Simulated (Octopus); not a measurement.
# CHAlClNO (SMILES O=C=[N][AlH][Cl]): a chain of runs, part 2 of 2

Octopus 16.4. The steps go on from the part before.

## Step 3: The response to a field at PZ81 LDA (scalar, in the pseudopotentials, pseudodojo_pbesol potentials, box margin 4 angstrom, extra states 0, frequencies ev (0) eV, grid spacing 0.19 angstrom) (run 2)

The run is started by

```
$ OMP_NUM_THREADS=1 octopus > em_resp.log
```

The log of the run:

```text
Version                : 16.4
************************** Calculation Mode **************************
Input: [CalculationMode = em_resp]
Input: [SpinComponents = unpolarized]
******************************* Space ********************************
Octopus will run in 3 dimension(s).
Octopus will treat the system as periodic in 0 dimension(s).
Input: [AllElectronType = no]
Input: [PseudopotentialSet = pseudodojo_pbesol]
Reading Coordinates from Coordinates block
****************************** Species *******************************
  Species 'O'
    type             : pseudopotential
    file format      : UPF2
    valence charge   : 6.0
    atomic number    :   8
    form on file     : kleinman-bylander
    lmax             : 2
    llocal           : -1
    projectors per l : 2
    total projectors : 6
    application form : kleinman-bylander
    orbitals         :  4
    bound orbitals   :  4
  Species 'C'
    type             : pseudopotential
    file format      : UPF2
    valence charge   : 4.0
    atomic number    :   6
    form on file     : kleinman-bylander
    lmax             : 1
    llocal           : -1
    projectors per l : 2
    total projectors : 4
    application form : kleinman-bylander
    orbitals         :  4
    bound orbitals   :  4
  Species 'N'
    type             : pseudopotential
    file format      : UPF2
    valence charge   : 5.0
    atomic number    :   7
    form on file     : kleinman-bylander
    lmax             : 1
    llocal           : -1
    projectors per l : 2
    total projectors : 4
    application form : kleinman-bylander
    orbitals         :  4
    bound orbitals   :  4
  Species 'Al'
    type             : pseudopotential
    file format      : UPF2
    valence charge   : 3.0
    atomic number    :  13
    form on file     : kleinman-bylander
    lmax             : 2
    llocal           : -1
    projectors per l : 2
    total projectors : 6
    application form : kleinman-bylander
    orbitals         :  4
    bound orbitals   :  4
  Species 'Cl'
    type             : pseudopotential
    file format      : UPF2
    valence charge   : 7.0
    atomic number    :  17
    form on file     : kleinman-bylander
    lmax             : 2
    llocal           : -1
    projectors per l : 2
    total projectors : 6
    application form : kleinman-bylander
    orbitals         :  4
    bound orbitals   :  4
  Species 'H'
    type             : pseudopotential
    file format      : UPF2
    valence charge   : 1.0
    atomic number    :   1
    form on file     : kleinman-bylander
    lmax             : 1
    llocal           : -1
    projectors per l : 2
    total projectors : 4
    application form : kleinman-bylander
    orbitals         :  1
    bound orbitals   :  1
***************************** Symmetries *****************************
Symmetry elements :
Symmetry group    : C1
Input: [CurvMethod = curv_affine]
Input: [DerivativesStencil = stencil_star]
Input: [SmearingFunction = semiconducting]
Input: [SymmetrizeDensity = no]
******************************* States *******************************
Total electronic charge  =       26.000
Number of states         =       13
States block-size        =        4
************************** Parallelization ***************************
Info: Octopus will run in *serial*
******************************** Grid ********************************
Simulation Box:
  Type = minimum
  Radius  [A] =   4.000
Main mesh:
  Spacing [A] = ( 0.190, 0.190, 0.190)    volume/point [A^3] =      0.00686
  # inner mesh =      93656
  # total mesh =     134719
  Grid Cutoff [eV] =  1041.634699    Grid Cutoff [Ry] =    76.558745
Input: [StatesPack = yes]
** Warning:
**   The XCFunctional that you selected does not match the one used
**   to generate the pseudopotentials.
Input: [StatesOrthogonalization = cholesky_serial]
**************************** Theory Level ****************************
Input: [TheoryLevel = kohn_sham]
Exchange-correlation:
  Exchange
    Slater exchange (LDA)
  Correlation
    Perdew & Zunger (Modified) (LDA)
****************************** Hartree *******************************
Input: [DressedOrbitals = no]
The chosen Poisson solver is 'interpolating scaling functions'
Input: [FilterPotentials = filter_TS]
Info: Pseudopotential for O
  Radii for localized parts:
    local part     =  1.2 A
    non-local part =  1.2 A
    orbitals       =  3.8 A
Info: Pseudopotential for C
  Radii for localized parts:
    local part     =  1.1 A
    non-local part =  1.0 A
    orbitals       =  4.8 A
Info: Pseudopotential for N
  Radii for localized parts:
    local part     =  1.1 A
    non-local part =  1.1 A
    orbitals       =  4.2 A
Info: Pseudopotential for Al
  Radii for localized parts:
    local part     =  1.4 A
    non-local part =  1.4 A
    orbitals       =  6.8 A
Info: Pseudopotential for Cl
  Radii for localized parts:
    local part     =  1.2 A
    non-local part =  1.4 A
    orbitals       =  4.2 A
Info: Pseudopotential for H
  Radii for localized parts:
    local part     =  1.1 A
    non-local part =  0.8 A
    orbitals       =  4.6 A
Input: [RelativisticCorrection = non_relativistic]
Input: [DFTULevel = dft_u_none]
Input: [MagneticConstrain = 0]
[... 23 lines left out ...]
** Warning:
[... 11 lines left out ...]
** Warning:
[... 9 lines left out ...]
** Warning:
[... 1 line left out ...]
** Warning:
[... 1 line left out ...]
** Warning:
[... 129 lines left out ...]
Info: SCF for response converged in   14 iterations.
[... 138 lines left out ...]
Info: SCF for response converged in   15 iterations.
[... 17 lines left out ...]
    1    3            0.188544      20        0.119205E-02
[... 10 lines of this table left out ...]
SCF Residual:     0.207345E+01 (abs),     0.797480E-01 (rel)
--------------------------------------------
LR SCF Iteration:   3
Frequency:             0.000000 Eta :             0.000000
   ik  ist                norm   iters            residual
    1    1            0.189941      12        0.175731E-02
    1    2            0.157548      12        0.492234E-02
    1    3            0.206413      12        0.803891E-03
[... 10 lines of this table left out ...]
SCF Residual:     0.741933E+00 (abs),     0.285359E-01 (rel)
--------------------------------------------
LR SCF Iteration:   4
Frequency:             0.000000 Eta :             0.000000
   ik  ist                norm   iters            residual
    1    1            0.175559      12        0.601727E-03
    1    2            0.158732      12        0.114075E-02
    1    3            0.216751      12        0.743411E-03
[... 10 lines of this table left out ...]
SCF Residual:     0.341598E+00 (abs),     0.131384E-01 (rel)
--------------------------------------------
LR SCF Iteration:   5
Frequency:             0.000000 Eta :             0.000000
   ik  ist                norm   iters            residual
    1    1            0.161284      10        0.130041E-02
    1    2            0.152338      10        0.116000E-02
    1    3            0.199573      10        0.218113E-02
[... 10 lines of this table left out ...]
SCF Residual:     0.788695E-01 (abs),     0.303344E-02 (rel)
--------------------------------------------
LR SCF Iteration:   6
Frequency:             0.000000 Eta :             0.000000
   ik  ist                norm   iters            residual
    1    1            0.158654      11        0.122369E-03
    1    2            0.151821      11        0.276979E-03
    1    3            0.197019      11        0.217436E-03
[... 10 lines of this table left out ...]
SCF Residual:     0.250625E-01 (abs),     0.963944E-03 (rel)
--------------------------------------------
LR SCF Iteration:   7
Frequency:             0.000000 Eta :             0.000000
   ik  ist                norm   iters            residual
    1    1            0.158701       9        0.104532E-03
    1    2            0.151146       9        0.153229E-03
    1    3            0.197305       9        0.162110E-03
[... 10 lines of this table left out ...]
SCF Residual:     0.801637E-02 (abs),     0.308322E-03 (rel)
--------------------------------------------
LR SCF Iteration:   8
Frequency:             0.000000 Eta :             0.000000
   ik  ist                norm   iters            residual
    1    1            0.158776       9        0.303656E-04
    1    2            0.151057       9        0.394040E-04
    1    3            0.197340       9        0.374580E-04
[... 10 lines of this table left out ...]
SCF Residual:     0.402916E-02 (abs),     0.154968E-03 (rel)
--------------------------------------------
LR SCF Iteration:   9
Frequency:             0.000000 Eta :             0.000000
   ik  ist                norm   iters            residual
    1    1            0.158712      11        0.654623E-05
    1    2            0.151083      11        0.136349E-04
    1    3            0.197260      11        0.175169E-04
[... 10 lines of this table left out ...]
SCF Residual:     0.870556E-03 (abs),     0.334829E-04 (rel)
--------------------------------------------
LR SCF Iteration:  10
Frequency:             0.000000 Eta :             0.000000
   ik  ist                norm   iters            residual
    1    1            0.158714      10        0.156347E-05
    1    2            0.151086      10        0.384218E-05
    1    3            0.197261      10        0.577444E-05
[... 10 lines of this table left out ...]
SCF Residual:     0.388999E-03 (abs),     0.149615E-04 (rel)
--------------------------------------------
LR SCF Iteration:  11
Frequency:             0.000000 Eta :             0.000000
   ik  ist                norm   iters            residual
    1    1            0.158703      11        0.115973E-05
    1    2            0.151094      11        0.211772E-05
    1    3            0.197259      11        0.154107E-05
[... 10 lines of this table left out ...]
SCF Residual:     0.132937E-03 (abs),     0.511297E-05 (rel)
--------------------------------------------
LR SCF Iteration:  12
Frequency:             0.000000 Eta :             0.000000
   ik  ist                norm   iters            residual
    1    1            0.158703      10        0.700461E-06
    1    2            0.151091      10        0.889245E-06
    1    3            0.197260      10        0.897835E-06
[... 10 lines of this table left out ...]
SCF Residual:     0.642932E-04 (abs),     0.247282E-05 (rel)
--------------------------------------------
LR SCF Iteration:  13
Frequency:             0.000000 Eta :             0.000000
   ik  ist                norm   iters            residual
    1    1            0.158702       9        0.560360E-06
    1    2            0.151091       9        0.643972E-06
    1    3            0.197261       9        0.714715E-06
[... 10 lines of this table left out ...]
SCF Residual:     0.302633E-04 (abs),     0.116397E-05 (rel)
--------------------------------------------
LR SCF Iteration:  14
Frequency:             0.000000 Eta :             0.000000
   ik  ist                norm   iters            residual
    1    1            0.158702       7        0.499623E-06
    1    2            0.151091       7        0.798454E-06
    1    3            0.197261       0        0.914875E-06
[... 10 lines of this table left out ...]
SCF Residual:     0.813426E-05 (abs),     0.312856E-06 (rel)
--------------------------------------------
Info: SCF for response converged in   14 iterations.
      Total Hamiltonian applications:    2432
Info: Calculating polarizabilities.
Octopus emitted 4 warnings.
Octopus used 2 experimental features:
  Since you used one or more experimental features, results are likely
  wrong and should not  be considered as valid scientific data.  Check
  or contact the octopus developers for details.
```

Wall time 21 s (1 thread of Intel Xeon 6975P-C (Granite Rapids), shared host); peak memory 0.17 GiB.

## Step 4: What came out

The summary covers parts 1 to 2.

| quantity | value |
| --- | --- |
| run 1, PZ81 LDA: total energy | -52.11201 Eh |
| run 1, PZ81 LDA: dipole moment | 1.59 D |
| run 1, PZ81 LDA: HOMO energy | -7.72 eV |
| run 2, PZ81 LDA: mean static polarisability | 63.0 bohr³ |
